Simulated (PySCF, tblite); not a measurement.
# C₈H₁₀GeO: geometry, infrared bands and NMR shifts

Aim: predict the infrared bands and NMR shifts of C₈H₁₀GeO (`C=C[O][GeH2][c]1ccccc1`).

The runs use tblite 0.8.0 and PySCF 2.14.0, with density-fitted response routines of our own; the level of theory stands in each step. All values are computed, except where a source is named. Atoms count from 0, in the outputs and in this text.

### 1 Starting geometry

20 atoms, charge 0, multiplicity 1; geometry from: force field or distance geometry start.

Bonds of the start (Å): C0–C1 1.34, C1–O2 1.40, O2–Ge3 1.82, Ge3–C4 1.92, C4–C5 1.40, C5–C6 1.40, C6–C7 1.39, C7–C8 1.40, C8–C9 1.39, C9–C4 1.40, C0–H10 1.08, C0–H11 1.08, C1–H12 1.07, Ge3–H13 1.55, Ge3–H14 1.55, C5–H15 1.09, C6–H16 1.09, C7–H17 1.08, C8–H18 1.08, C9–H19 1.09.

### 2 Geometry optimisation with GFN2-xTB

Job settings and geometry (Å):

```
{"job": {"kind": "relax", "xc": "GFN2-xTB", "basis": "xTB"}, "charge": 0, "multiplicity": 1}
C      3.691400     1.044700     0.653300
C      2.687600     0.379600     0.073600
O      2.278700    -0.838500     0.628800
Ge     0.912500    -1.761300    -0.139800
C     -0.676100    -0.688700    -0.130900
C     -1.547400    -0.708100     0.958400
C     -2.679300     0.109400     0.966200
C     -2.941000     0.952700    -0.110200
C     -2.070100     0.975700    -1.206100
C     -0.941300     0.164600    -1.213600
H      4.010600     1.987200     0.233500
H      4.164500     0.659900     1.543700
H      2.211800     0.775600    -0.794600
H      1.296400    -2.141400    -1.590100
H      0.653800    -3.052900     0.686400
H     -1.340600    -1.350200     1.819200
H     -3.351200     0.090100     1.821200
H     -3.828300     1.572800    -0.106300
H     -2.279700     1.637800    -2.037900
H     -0.257300     0.201600    -2.057800
```

Launch:

```bash
> OMP_NUM_THREADS=1 python probes_run.py task.json out
```

The driver reads the jobs from task.json and runs them one after another.

**Question.** This job is followed by: GFN2-xTB harmonic vibrations, gas phase; GIAO PBE0/pcSseg-1 NMR shielding, non-relativistic, gas phase. What will the session give for the following? strongest single infrared mode (GFN2-xTB); zero-point energy (GFN2-xTB); 13C shifts against TMS (PBE0/pcSseg-1, means over atoms taken as alike); 1H shifts against TMS (PBE0/pcSseg-1, means over atoms taken as alike); 17O shifts against H2O (PBE0/pcSseg-1); 73Ge shifts against GeMe4 (PBE0/pcSseg-1).

The runs gave:

```
                                                               quantity                                         value
                              strongest single infrared mode (GFN2-xTB)                         1999 cm⁻¹, 413 km/mol
                                           zero-point energy (GFN2-xTB)                                 91.8 kcal/mol
13C shifts against TMS (PBE0/pcSseg-1, means over atoms taken as alike)   156.0, 140.8, 138.8, 136.9, 134.0, 97.2 ppm
 1H shifts against TMS (PBE0/pcSseg-1, means over atoms taken as alike)  7.97, 7.82, 7.77, 6.19, 5.57, 4.77, 4.17 ppm
                                 17O shifts against H2O (PBE0/pcSseg-1)                                     121.1 ppm
                              73Ge shifts against GeMe4 (PBE0/pcSseg-1)                                       -19 ppm
```

What this shows: Relaxing lowered the energy by 0.237 eV in 112 steps; the close pair that moved most is Ge3–H14, from 1.555 to 1.501 Å. All 54 modes are real, so the xTB geometry is a minimum. The strongest single mode, at 1999 cm⁻¹, moves mainly H14. Unscaled tight-binding wavenumbers are off by several per cent, some by more. Its intensities can rank the bands wrongly. NICS(1)zz of -29 ppm above the planar ring from C4 marks a diatropic (aromatic) ring current. Spin-orbit coupling is left out, which matters for shieldings and couplings at and beside the heavy atoms.
